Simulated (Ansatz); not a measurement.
# GeNH2 (doublet): wave-function methods side by side at twist about Ge1–N2 = 75.1°, cc-pVDZ

How much of the correlation energy of GeNH2 (doublet) does each wave-function method recover here?

The runs use Ansatz 0.2.0, Gaussian basis; cc-pVDZ, core rule «outside noble gas», up to 15 orbitals frozen.

Plan: UHF; CCSD(T) on ROHF; CCSD(T) on UHF; BCCD(T) on ROHF; CISD; CCSDT(Q) on ROHF; CCSDT(Q) on UHF; CASSCF and MRCISD+Q, 3 electrons in 3 orbitals; CASSCF and NEVPT2, 3 electrons in 3 orbitals; CASSCF and MRCISD+Q, 11 electrons in 10 orbitals; CASSCF and NEVPT2, 11 electrons in 10 orbitals.

41 further runs of the same task are left out: 18 for a known fault of the program, 4 for a mislabelled method, 14 that didn't finish, 5 set aside as unsound or not needed.

**1. What is computed**

The geometry derives from a PBE0/def2-TZVP stationary point (not a proven minimum). One half is turned about the bond named; the halves are rigid. No spin-orbit coupling is included. The filled d shell of Ge may be among the frozen orbitals whatever the setting's name suggests; the logs give the count.

4 atoms, charge 0, spin multiplicity 2.

Atoms are counted from 1 here; the program's logs count them from 0.

Bond lengths: Ge1–N2 1.713 Å, Ge1–H3 1.581 Å, N2–H4 1.013 Å. Angles: N2–Ge1–H3 106.3°, Ge1–N2–H4 127.4°.

Geometry (Å):

```xyz
4
GeH2N
Ge    0.0088   -0.0573    0.2867
N     0.0088    0.1924   -1.4078
H     0.0088    1.3789    0.9476
H    -0.7696    0.0772   -2.0464
```

**2. UHF**

in.yaml

```yaml
crystal:
  periodic: [false, false, false]
  atoms:
    - {symbol: Ge, position_ang: [0.008849, -0.057311, 0.286700]}
    - {symbol: N, position_ang: [0.008849, 0.192437, -1.407781]}
    - {symbol: H, position_ang: [0.008849, 1.378869, 0.947615]}
    - {symbol: H, position_ang: [-0.769564, 0.077206, -2.046406]}
basis:
  gaussian: {orbitals: cc-pVDZ}
magnetization: {spin_polarized: true, initial_magnetization: 1}
hamiltonian: {xc: hf}
output: {orbitals: {seedname: orbitals}}
```

Command:

```sh
> ansatz run in.yaml --threads 1 --pin off --events-out ev --progress --plain --max-ram 2393MiB
```

Further steps of the session: CCSD(T) on ROHF; CCSD(T) on UHF; BCCD(T) on ROHF; CISD; CCSDT(Q) on ROHF; CCSDT(Q) on UHF; CASSCF and MRCISD+Q, 3 electrons in 3 orbitals; CASSCF and NEVPT2, 3 electrons in 3 orbitals; CASSCF and MRCISD+Q, 11 electrons in 10 orbitals; CASSCF and NEVPT2, 11 electrons in 10 orbitals.

Q: Predict the results of all the runs planned. Wanted: RCCSDT(Q) below the RHF energy; RMP2 from RCCSDT(Q); UMP2 from RCCSDT(Q); RCCSD from RCCSDT(Q); RCCSD(T) from RCCSDT(Q); UCCSD(T) from RCCSDT(Q); UCCSDT(Q) from RCCSDT(Q); NEVPT2 valence from RCCSDT(Q); MRCISD+Q valence from RCCSDT(Q).

The runs gave:

```
                         quantity                      value
   RCCSDT(Q) below the RHF energy                 -7.4918 eV
              RMP2 from RCCSDT(Q)                +1406.9 meV
              UMP2 from RCCSDT(Q)                +1409.1 meV
             RCCSD from RCCSDT(Q)                 +339.4 meV
          RCCSD(T) from RCCSDT(Q)                  +89.0 meV
          UCCSD(T) from RCCSDT(Q)                  +93.6 meV
         UCCSDT(Q) from RCCSDT(Q)                   -2.2 meV
    NEVPT2 valence from RCCSDT(Q)                +1161.4 meV
  MRCISD+Q valence from RCCSDT(Q)                  +95.8 meV
levels within 1 kcal/mol (43 meV)  RCCSDT, UCCSDT, UCCSDT(Q)
                    T1 diagnostic                      0.073
   effectively unpaired electrons                       1.04
```

RCCSD(T) lands +89.0 meV from the yardstick (1.2 % of the correlation energy). The occupations are near whole numbers, but T1 = 0.073 shows that the orbitals relax strongly. Of the multireference levels listed MRCISD+Q valence comes nearest in total energy (+95.8 meV), which doesn't show that its space is the better one. These misses are within one basis, not against nature; the frozen cores of restricted and unrestricted runs differ, which can shift their rows.
